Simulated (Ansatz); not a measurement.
**C₂H₈O₂Se₂Zr: up Jacob's ladder to CCSD(T)**

An exercise on one series of results from a longer session: the logs are not shown, and one member is left open.

The runs use Ansatz 0.2.0, Gaussian basis; functionals in def2-TZVPP, the program's frozen cores in correlated methods.

Plan: LDA (SPW92), PBE-D4, revPBE-D4, BLYP-D4, r2SCAN-D4, B97M-V, PBE0-D4, B3LYP-D4, r2SCANh-D4, r2SCAN0-D4, HSE06-D4, BHLYP-D4, CAM-B3LYP-D4, LC-ωPBE, ωB97X-V, ωB97M-V, B2PLYP, PBE-QIDH; CCSD(T)/def2-SVP; CCSD(T)/def2-TZVPP; MP2/def2-QZVPP; extrapolation to the limit; RPA on PBE.

## The relaxed structure

All runs share one geometry, relaxed beforehand with PBE0-D4 in a triple-zeta def2 set. Zr takes the def2 core potential; no spin-orbit term is included.

SMILES `C[O][Zr]([SeH])([SeH])[O]C`, 15 atoms, charge 0, spin multiplicity 1.

Atoms are counted from 1 here; the program's logs count them from 0.

Bond lengths: C1–O2 1.393 Å, C1–H8 1.094 Å, C1–H9 1.094 Å, C1–H10 1.094 Å, O2–Zr3 1.892 Å, Zr3–Se4 2.603 Å, Zr3–Se5 2.603 Å, Zr3–O6 1.892 Å, Se4–H11 1.473 Å, Se5–H12 1.473 Å, O6–C7 1.393 Å, C7–H13 1.094 Å, C7–H14 1.094 Å, C7–H15 1.094 Å. Angles: O2–C1–H8 110.1°, O2–C1–H9 109.9°, O2–C1–H10 110.6°, H8–C1–H9 108.7°, H8–C1–H10 108.8°, H9–C1–H10 108.7°, C1–O2–Zr3 172.2°, O2–Zr3–Se4 111.2°, O2–Zr3–Se5 104.0°, O2–Zr3–O6 114.7°, Se4–Zr3–Se5 112.0°, Se4–Zr3–O6 104.0°, Se5–Zr3–O6 111.2°, Zr3–Se4–H11 89.4°, Zr3–Se5–H12 89.4°, Zr3–O6–C7 172.1°, O6–C7–H13 110.1°, O6–C7–H14 109.9° and more.

Set-up of the first run:

The input, in.yaml:

```yaml
crystal:
  periodic: [false, false, false]
  atoms:
    - {symbol: C, position_ang: [-0.791653, -1.205862, 2.515627]}
    - {symbol: O, position_ang: [-0.173855, -0.416322, 1.547953]}
    - {symbol: Zr, position_ang: [0.619864, 0.460409, 0.070725]}
    - {symbol: Se, position_ang: [3.072809, -0.333494, -0.287697]}
    - {symbol: Se, position_ang: [0.492380, 2.984317, 0.694733]}
    - {symbol: O, position_ang: [-0.217126, 0.124677, -1.592873]}
    - {symbol: C, position_ang: [-0.997489, -0.123970, -2.720087]}
    - {symbol: H, position_ang: [-0.139957, -2.039184, 2.794084]}
    - {symbol: H, position_ang: [-0.996953, -0.607621, 3.407872]}
    - {symbol: H, position_ang: [-1.736454, -1.607745, 2.137781]}
    - {symbol: H, position_ang: [3.373876, 0.016607, 1.110544]}
    - {symbol: H, position_ang: [1.114793, 3.319435, -0.597051]}
    - {symbol: H, position_ang: [-1.557745, 0.774175, -2.995855]}
    - {symbol: H, position_ang: [-0.357454, -0.409877, -3.559539]}
    - {symbol: H, position_ang: [-1.705026, -0.935564, -2.526228]}
basis:
  gaussian: {orbitals: def2-TZVPP}
hamiltonian: {xc: lda}
output: {orbitals: {seedname: orbitals}}
```

Among the steps run: LDA; PBE-D4 (GGA); revPBE-D4 (GGA); BLYP-D4 (GGA); r2SCAN-D4 (meta-GGA); B97M-V (meta-GGA); PBE0-D4 (hybrid); B3LYP-D4 (hybrid); r2SCANh-D4 (hybrid); r2SCAN0-D4 (hybrid); HSE06-D4 (hybrid); BHLYP-D4 (hybrid); CAM-B3LYP-D4 (range-separated); LC-ωPBE (range-separated); ωB97X-V (range-separated); ωB97M-V (range-separated); B2PLYP (double hybrid); PBE-QIDH (double hybrid).

One of the session's tables, all rows but one given; the rest of the session is left out.

It belongs to the step «Orbital energies across the functionals». 

| functional | HOMO (eV) | gap (eV) |
| --- | --- | --- |
| LDA (SPW92) | -5.65 | 3.55 |
| PBE-D4 | -5.50 | 3.60 |
| revPBE-D4 | -5.45 | 3.62 |
| BLYP-D4 | -5.32 | 3.56 |
| r2SCAN-D4 | -5.79 | 4.04 |
| B97M-V | -5.83 | 4.11 |
| PBE0-D4 | ? | ? |
| B3LYP-D4 | -6.36 | 5.07 |
| r2SCANh-D4 | -6.19 | 4.74 |
| r2SCAN0-D4 | -6.80 | 5.79 |
| HSE06-D4 | -6.22 | 4.74 |
| BHLYP-D4 | -7.54 | 7.40 |
| CAM-B3LYP-D4 | -7.81 | 7.79 |
| LC-ωPBE | -9.14 | 10.19 |
| ωB97X-V | -8.81 | 9.78 |
| ωB97M-V | -8.67 | 9.37 |

**Question.** Estimate the row for PBE0-D4.

The run gave: HOMO (eV): -6.61; gap (eV): 5.50. In the column «HOMO (eV)» it lies between r2SCAN0-D4 (-6.80) and B3LYP-D4 (-6.36).
